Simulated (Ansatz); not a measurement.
Born–Oppenheimer molecular dynamics of a periodic cell of 23 atoms, Li₄Mn₅Sn₂O₁₂ (host Li5Mn5Sn2O12, host structure C2, one Li atom removed), cell charge -1. It goes on from the last frame of an earlier run, with new velocities.

These are results of Ansatz 0.2.0, DFT PBEsol, scalar-relativistic, plane waves, PAW, not measurements. Settings: accuracy low, cutoff 420 eV, k mesh 2x2x1, fermi-dirac smearing 0.05 eV, spin collinear.

```
ensemble        : NVT, Langevin thermostat
time step       : 6 fs
steps asked     : 150
set temperature : 1560 K
friction        : 0.005 /fs
seed            : 192939
```

Frames 60 fs apart, positions in Å, forces in eV/Å.

Velocities at 0.0 fs (Å/ps):

```
Li 15.10 10.54 8.23
Li 19.86 -0.06 7.51
Li 9.26 -0.36 -13.39
Li -18.15 -11.74 -4.18
Mn 5.85 -1.37 14.10
Mn -8.06 -3.36 -1.02
Mn -9.66 -6.04 -1.55
Mn 2.97 1.03 3.64
Mn 10.30 -1.31 -0.97
Sn -0.99 -3.98 0.75
Sn -6.01 4.46 -2.83
O 7.67 6.64 -7.19
O -7.22 2.92 -2.21
O -0.64 1.20 -0.33
O 18.32 9.37 -9.29
O 1.91 8.54 4.23
O 5.16 2.51 -8.92
O -1.41 -4.32 -4.11
O 18.64 15.41 -1.90
O 8.73 6.27 -7.14
O -5.22 -2.27 10.96
O -9.75 -3.80 -3.92
O -0.35 -7.38 -2.70
```

```xyz
23
Lattice="2.7086 -4.6622 0.0000 2.7086 4.6622 0.0000 -1.7435 0.0000 10.1125" Properties=species:S:1:pos:R:3:forces:R:3 time_fs=0.0 energy_less_start_eV=0.000 T=1492
Li 2.214 0.368 7.268 0.03 0.09 0.81
Li 3.607 -1.099 2.249 0.21 0.95 0.70
Li 0.830 0.656 2.511 0.02 -0.34 0.15
Li 1.562 -3.926 5.378 0.71 -0.91 -0.60
Mn 2.775 4.059 -0.319 0.49 -1.80 0.41
Mn 0.761 -2.433 2.451 0.20 0.29 0.55
Mn 2.625 -2.317 7.407 -0.81 -1.06 0.70
Mn 2.663 0.623 -0.153 0.67 1.16 0.37
Mn 1.857 -0.729 4.773 -1.30 -0.36 -0.18
Sn 1.794 2.326 5.062 0.61 1.83 -2.02
Sn 2.757 -2.490 0.083 -0.88 1.46 -1.02
O 0.080 -0.828 3.639 -0.41 -1.28 0.60
O 3.265 -0.920 6.312 1.34 0.84 -0.76
O 2.006 2.184 9.045 -0.56 -0.21 -0.02
O 1.851 2.330 1.093 -0.21 -0.18 0.26
O 2.590 0.715 3.764 -0.42 1.07 0.38
O 0.853 0.907 6.070 0.06 -0.69 0.62
O 1.883 -0.837 9.032 0.22 -0.54 -0.70
O 1.728 -0.621 1.093 0.45 -1.21 -0.40
O 2.734 -1.992 3.723 1.25 -0.90 -0.42
O 1.084 -2.293 5.754 -1.22 0.87 1.15
O -0.751 0.912 8.740 -0.30 0.52 0.11
O 4.608 0.846 1.452 -0.15 0.37 -0.67
23
Lattice="2.7086 -4.6622 0.0000 2.7086 4.6622 0.0000 -1.7435 0.0000 10.1125" Properties=species:S:1:pos:R:3:forces:R:3 time_fs=60.0 energy_less_start_eV=1.115 T=884
Li 2.558 0.470 7.506 -0.22 0.18 0.14
Li 3.550 -0.543 2.536 0.05 -0.79 -0.13
Li 1.068 0.736 2.976 -0.90 -0.02 -1.16
Li 1.933 -3.896 5.144 -1.42 -0.72 -1.08
Mn 3.010 3.980 0.174 -2.69 0.37 -1.38
Mn 0.677 -2.536 2.475 0.91 0.36 -0.18
Mn 2.187 -2.690 7.255 1.58 0.00 1.15
Mn 2.796 0.770 -0.088 -0.37 0.85 -1.37
Mn 1.883 -0.865 4.821 0.46 -0.22 0.53
Sn 1.784 2.326 4.990 0.32 -0.60 -0.43
Sn 2.607 -2.183 -0.203 0.14 -0.86 0.57
O 0.275 -0.894 3.760 -0.67 -0.61 -0.50
O 3.531 -0.899 5.856 -1.39 1.46 1.54
O 1.755 2.113 8.718 -0.41 0.04 1.63
O 1.774 2.097 0.910 0.93 0.93 0.37
O 2.781 0.644 3.714 -0.47 1.48 0.00
O 0.703 0.903 6.010 1.45 -0.05 0.53
O 1.645 -0.666 8.852 0.35 0.07 0.16
O 1.923 -0.717 1.164 1.16 0.21 0.11
O 2.981 -2.196 3.564 -0.11 -0.53 0.03
O 0.735 -2.493 6.045 0.78 0.08 -0.11
O -1.227 0.916 8.918 1.29 -1.26 -1.68
O 4.566 0.963 1.036 -0.77 -0.36 1.25
23
Lattice="2.7086 -4.6622 0.0000 2.7086 4.6622 0.0000 -1.7435 0.0000 10.1125" Properties=species:S:1:pos:R:3:forces:R:3 time_fs=120.0 energy_less_start_eV=1.491 T=802
Li 2.655 0.166 7.337 0.09 0.11 -0.51
Li 3.392 -1.199 2.615 -0.03 0.41 -0.32
Li 0.755 0.562 1.907 0.10 0.58 1.42
Li 1.579 -3.840 4.616 0.27 -0.24 -0.01
Mn 2.307 4.147 -0.089 5.54 -0.42 2.80
Mn 0.759 -2.478 2.534 0.40 0.72 -0.61
Mn 2.596 -2.850 7.180 -1.60 1.20 1.01
Mn 2.572 1.096 -0.212 2.72 -0.03 1.64
Mn 1.728 -0.786 4.946 -0.19 0.23 -0.92
Sn 1.748 2.319 5.027 0.87 -1.15 -2.00
Sn 2.713 -2.035 -0.186 -3.21 -0.03 -0.07
O -0.161 -0.975 3.728 -0.02 -0.13 -0.48
O 3.505 -1.128 6.139 -1.85 1.91 1.44
O 1.768 2.817 9.177 -1.30 -1.05 -1.14
O 1.623 2.310 1.024 0.51 -0.32 0.67
O 2.366 0.816 3.693 1.11 -0.35 0.42
O 1.132 0.820 6.262 1.03 -1.50 -0.72
O 1.989 -0.395 8.933 -3.67 0.73 -2.28
O 1.635 -0.896 1.287 0.12 -0.21 0.30
O 2.605 -2.496 3.718 -0.13 0.72 0.34
O 0.885 -2.197 5.947 0.49 -1.31 0.83
O -0.667 0.880 8.990 -1.14 0.45 -1.35
O 4.243 0.926 1.121 -0.10 -0.31 -0.47
23
Lattice="2.7086 -4.6622 0.0000 2.7086 4.6622 0.0000 -1.7435 0.0000 10.1125" Properties=species:S:1:pos:R:3:forces:R:3 time_fs=180.0 energy_less_start_eV=1.413 T=969
Li 3.088 0.801 7.278 0.09 -0.44 0.07
Li 3.264 -0.523 2.718 0.07 -0.62 0.16
Li 0.782 1.132 2.744 -0.13 -0.38 -0.58
Li 1.341 -4.030 5.104 0.67 -0.49 -0.65
Mn 2.682 4.361 0.053 -2.55 0.62 -0.87
Mn 0.777 -2.345 2.529 0.23 -0.37 -0.34
Mn 3.079 -2.718 7.463 -1.16 0.98 -0.47
Mn 2.688 1.104 0.079 -0.25 0.59 1.62
Mn 1.573 -0.805 4.851 1.72 0.67 0.92
Sn 1.772 2.437 4.984 -0.31 0.15 0.19
Sn 2.479 -1.968 -0.202 -0.40 -0.85 0.88
O -0.210 -0.663 3.932 -0.27 -0.31 -0.39
O 3.473 -1.009 6.306 0.46 0.33 -0.43
O 1.333 2.696 8.921 0.88 0.36 0.67
O 1.913 2.162 1.418 -0.86 0.15 -0.58
O 2.462 0.820 3.794 -0.31 0.39 0.38
O 1.101 0.872 6.036 0.32 -0.85 0.57
O 1.446 -0.297 9.157 1.33 0.49 -1.27
O 1.236 -0.864 1.202 1.42 0.21 1.59
O 2.536 -2.091 3.660 0.52 0.11 -0.64
O 1.272 -2.404 5.825 -2.56 0.09 1.20
O -0.935 1.328 8.773 0.26 -1.33 -0.80
O 3.886 0.515 1.474 0.81 0.50 -1.24
23
Lattice="2.7086 -4.6622 0.0000 2.7086 4.6622 0.0000 -1.7435 0.0000 10.1125" Properties=species:S:1:pos:R:3:forces:R:3 time_fs=240.0 energy_less_start_eV=1.775 T=793
Li 3.285 0.736 7.237 0.16 0.45 0.27
Li 2.967 -0.510 2.335 0.24 -0.40 0.58
Li 0.752 0.969 2.415 0.15 0.26 0.00
Li 2.445 -3.596 4.694 -1.76 -1.85 0.80
Mn 2.691 4.651 0.003 -0.58 -0.92 -1.01
Mn 0.609 -2.265 2.518 -0.19 0.57 -0.09
Mn 2.994 -2.287 7.583 -0.12 -0.96 0.01
Mn 2.659 1.048 0.148 -1.27 1.51 -0.93
Mn 1.946 -0.688 5.189 -3.16 -0.40 -1.07
Sn 1.758 2.423 4.873 2.48 0.30 2.76
Sn 2.450 -1.984 -0.379 0.85 0.72 -0.31
O 0.242 -0.945 3.901 0.26 1.09 0.04
O 3.487 -0.687 6.064 0.44 -0.90 0.90
O 1.382 2.887 9.350 -1.27 -0.90 -1.26
O 1.670 2.321 1.234 0.74 -0.31 0.79
O 2.452 0.740 3.755 0.13 0.89 -0.13
O 0.914 1.054 6.122 0.31 -0.04 -0.08
O 2.139 0.214 9.089 0.21 0.00 0.21
O 1.375 -0.431 1.095 1.98 0.27 1.24
O 2.739 -2.143 3.849 -0.08 1.12 -0.88
O 0.642 -2.166 6.380 0.80 0.40 -1.12
O -0.576 0.788 8.531 -0.06 0.74 1.08
O 4.483 1.296 1.585 -0.25 -1.66 -1.80
23
Lattice="2.7086 -4.6622 0.0000 2.7086 4.6622 0.0000 -1.7435 0.0000 10.1125" Properties=species:S:1:pos:R:3:forces:R:3 time_fs=300.0 energy_less_start_eV=0.900 T=1198
Li 3.385 0.986 7.424 -0.44 -1.22 0.18
Li 3.330 -0.700 2.571 0.44 0.16 0.15
Li 0.897 0.706 2.551 0.06 0.34 0.01
Li 1.455 -3.927 4.980 1.31 0.09 0.56
Mn 2.654 4.444 0.059 -1.72 2.16 0.96
Mn 0.980 -2.178 2.439 0.44 -0.07 0.86
Mn 3.035 -2.401 7.408 -0.16 2.15 1.42
Mn 2.576 1.301 -0.112 0.41 0.54 0.78
Mn 1.669 -0.680 5.355 0.85 -0.30 -0.35
Sn 1.941 2.422 4.966 -1.36 0.55 -0.37
Sn 2.420 -1.788 -0.481 0.71 -0.28 -0.29
O 0.187 -0.712 3.831 0.51 -0.24 0.47
O 3.525 -0.672 6.220 -0.46 -1.23 0.28
O 1.277 3.158 9.032 -0.25 -1.89 -1.29
O 2.123 2.740 1.384 -0.02 0.23 -0.91
O 3.006 1.092 3.717 -1.74 0.08 -0.53
O 0.866 1.060 6.224 1.14 -1.77 -1.94
O 2.211 0.730 8.886 0.03 -0.54 0.75
O 2.085 -0.242 1.113 -1.26 0.12 0.11
O 2.782 -2.002 4.109 -0.15 0.16 -1.50
O 0.809 -2.416 6.208 0.39 1.30 -0.24
O -0.684 1.224 8.680 0.91 -0.49 0.30
O 4.716 1.319 1.142 0.39 0.14 0.59
23
Lattice="2.7086 -4.6622 0.0000 2.7086 4.6622 0.0000 -1.7435 0.0000 10.1125" Properties=species:S:1:pos:R:3:forces:R:3 time_fs=360.0 energy_less_start_eV=0.517 T=1151
Li 3.280 0.556 7.836 0.00 -0.31 -1.19
Li 4.072 -0.429 2.699 0.05 0.05 -0.21
Li 1.426 1.013 2.285 -0.49 0.53 0.29
Li 2.011 -3.771 4.962 -0.22 -0.08 0.10
Mn 2.408 4.686 0.140 2.52 -1.12 0.88
Mn 1.544 -1.956 2.509 -0.88 -0.42 -0.90
Mn 3.137 -2.648 7.416 -1.25 0.89 1.33
Mn 2.623 1.595 0.035 -1.37 -0.61 1.23
Mn 1.850 -0.843 4.988 0.58 0.89 1.67
Sn 1.914 2.365 4.873 3.66 -1.13 2.16
Sn 2.437 -1.591 -0.641 -0.09 1.14 -0.01
O 0.336 -0.731 3.887 -0.36 -0.34 -0.42
O 3.427 -1.112 6.127 -0.20 0.55 0.89
O 1.078 2.964 8.962 0.14 1.34 -0.33
O 2.010 2.899 1.350 0.64 -0.87 -0.86
O 2.739 0.879 3.675 0.36 -0.09 0.94
O 0.962 0.904 6.125 0.50 -0.98 -1.54
O 1.952 0.359 9.178 0.20 0.08 -0.49
O 1.839 -0.059 0.853 -0.27 -0.58 0.44
O 3.156 -2.016 3.772 -3.62 0.38 -2.66
O 0.869 -2.213 6.079 0.47 -0.36 -0.36
O -0.543 0.873 8.691 0.00 0.47 -1.03
O 4.827 1.042 1.636 -0.39 0.58 0.07
23
Lattice="2.7086 -4.6622 0.0000 2.7086 4.6622 0.0000 -1.7435 0.0000 10.1125" Properties=species:S:1:pos:R:3:forces:R:3 time_fs=420.0 energy_less_start_eV=1.143 T=1032
Li 3.414 0.225 7.770 -0.19 0.15 -1.01
Li 4.010 -0.476 2.562 -0.43 -0.37 0.21
Li 0.788 0.818 2.334 0.90 0.95 0.88
Li 2.117 -4.178 5.221 -0.12 0.34 0.23
Mn 2.801 4.624 0.079 -1.35 -0.28 -0.40
Mn 1.359 -1.934 2.277 1.68 -1.52 1.72
Mn 3.171 -2.563 7.563 -0.27 -0.48 -1.23
Mn 2.459 1.182 0.186 0.91 1.05 1.25
Mn 2.049 -0.747 5.105 0.86 -1.83 -0.29
Sn 2.251 2.191 4.812 -2.29 0.57 0.77
Sn 2.413 -1.348 -0.827 1.66 -2.94 -1.12
O 0.467 -1.045 3.842 0.75 2.17 -0.44
O 3.758 -1.034 6.027 -0.05 0.53 0.91
O 1.278 2.591 9.313 -0.67 1.51 -0.40
O 2.401 2.386 1.831 -1.51 -0.76 -1.95
O 2.738 0.460 3.915 0.66 1.39 -0.21
O 1.169 0.981 5.998 0.06 -1.19 0.53
O 2.136 0.178 9.177 1.02 -0.10 0.22
O 1.790 -0.428 1.153 0.18 1.02 -1.09
O 3.143 -1.858 3.586 -0.65 -1.75 -0.26
O 1.319 -2.309 5.991 -0.26 0.04 0.09
O -0.329 0.203 8.530 -0.79 1.56 0.04
O 4.740 1.186 1.238 -0.11 -0.05 1.54
23
Lattice="2.7086 -4.6622 0.0000 2.7086 4.6622 0.0000 -1.7435 0.0000 10.1125" Properties=species:S:1:pos:R:3:forces:R:3 time_fs=480.0 energy_less_start_eV=1.352 T=1552
Li 3.574 0.668 7.117 0.04 -0.38 0.76
Li 3.641 -0.593 2.212 0.30 -0.07 0.42
Li 1.236 0.960 2.672 -0.40 -0.05 -0.43
Li 2.353 -4.173 4.749 -0.68 0.79 -0.17
Mn 2.650 4.339 0.161 0.34 0.16 -0.99
Mn 1.340 -2.100 2.312 0.14 -0.74 0.04
Mn 3.156 -2.642 7.153 1.00 -0.91 2.57
Mn 2.721 1.323 -0.051 -0.89 0.36 0.88
Mn 2.294 -0.842 5.085 0.11 -0.75 -0.27
Sn 2.291 2.394 4.904 -0.44 -2.86 0.77
Sn 2.549 -1.474 -1.227 -0.59 0.71 -0.02
O 0.436 -0.870 3.845 0.99 -0.06 -0.52
O 3.983 -1.155 6.330 1.47 0.30 -0.51
O 1.073 2.914 9.033 0.76 0.37 -0.12
O 2.186 2.317 1.517 0.27 -0.04 -0.37
O 3.059 0.362 4.030 0.64 1.31 -2.23
O 2.021 0.617 6.134 -2.16 1.71 1.04
O 2.181 0.571 8.979 1.41 -1.53 0.62
O 1.926 -0.720 0.932 0.32 0.52 -0.51
O 2.980 -2.516 4.078 1.01 0.78 -0.79
O 1.610 -2.244 6.212 -1.96 -0.33 -0.17
O -0.365 0.932 8.565 -0.75 -0.86 -0.50
O 4.958 0.625 1.607 -0.92 1.57 0.50
```

Of the whole run (900 fs, mean temperature of the second half 1408 K): A run of 0.9 ps of so small a system gives no equilibrium averages. No Hubbard correction was used and the magnetic state wasn't searched. Limits of this set-up: coarse k mesh, low accuracy level, charged cell in a uniform background, uncorrected.

Time of the run: 27 min on 2 threads of Arm Neoverse V2, with other jobs on the host, peak memory 0.86 GiB.
